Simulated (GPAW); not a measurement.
Write an ASE script for GPAW 26.7.0 that does the following.

| Property | Result |
| --- | --- |
| Task | band structure |
| Functional | LDA |
| Potentials or basis | the program's PAW data sets (release 1.2.1) made for this functional, newer versions |
| Cutoff | 800 eV |
| Basis | pw |
| k mesh | 9 × 9 × 9 |
| Occupations | fermi-dirac, width 0.05 eV |
| Spin | no spin polarisation |
| Maxiter | 150 |
| Band path | GXMGRX,MR |
| Band points | 60 |
| Data set | F v2 |

The structure of SiF lies in POSCAR:

```
SiF
1.0
    3.0286000000      0.0000000000      0.0000000000
    0.0000000000      3.0286000000      0.0000000000
    0.0000000000      0.0000000000      3.0286000000
Si F
1 1
Direct
    0.5000000000      0.5000000000      0.5000000000
    0.0000000000      0.0000000000      0.0000000000
```

The cell was built by a generator and needn't be a form met in nature.

One way to write it, as run:

run.py

```python
from ase.dft.bandgap import bandgap
from ase.io import read, write
from ase.units import GPa
from gpaw import GPAW, PW

atoms = read('POSCAR')

calc = GPAW(mode=PW(800),
            xc='LDA',
            kpts={'size': (9, 9, 9), 'gamma': True},
            occupations={'name': 'fermi-dirac', 'width': 0.05},
            setups={'F': 'v2'},
            nbands=-8,
            convergence={'density': 1e-05, 'energy': 1e-05},
            maxiter=150,
            txt='gpaw.txt')
atoms.calc = calc
energy = atoms.get_potential_energy()
forces = atoms.get_forces()
stress = atoms.get_stress()
calc.write('gs.gpw')
write('result.traj', atoms)
print(f'Energy: {energy:.6f} eV')
print('Forces (eV/A):')
print(forces.round(4))
print('Stress (GPa):', (stress / GPa).round(3))
print('Fermi level:', round(calc.get_fermi_level(), 4), 'eV')
print(f'Gap: {bandgap(calc)[0]:.4f} eV, direct: {bandgap(calc, direct=True)[0]:.4f} eV')

path = atoms.cell.bandpath('GXMGRX,MR', npoints=60, eps=1e-4)
bs_calc = calc.fixed_density(kpts=path, symmetry='off', nbands=-16,
                             convergence={'bands': 'CBM+6.0', 'eigenstates': 1e-6}, txt='bands.txt')
bs = bs_calc.band_structure()
bs.write('bs.json')
print(f'Gap on the path: {bandgap(bs_calc)[0]:.4f} eV')
```

Potentials or basis: the program's PAW data sets (release 1.2.1) made for this functional, newer versions, pw.

Launch:

```sh
$ OMP_NUM_THREADS=1 python run.py
```

It gave:

The pressure is -6.0 GPa. The band gap along the path is none (metal or under the smearing width).

Caveat: an odd number of electrons without spin polarisation forces a metal; a magnetic or distorted state may lie lower.

It took 15 s on 1 thread of Arm Neoverse V2 (shared host), peak memory 0.21 GiB.
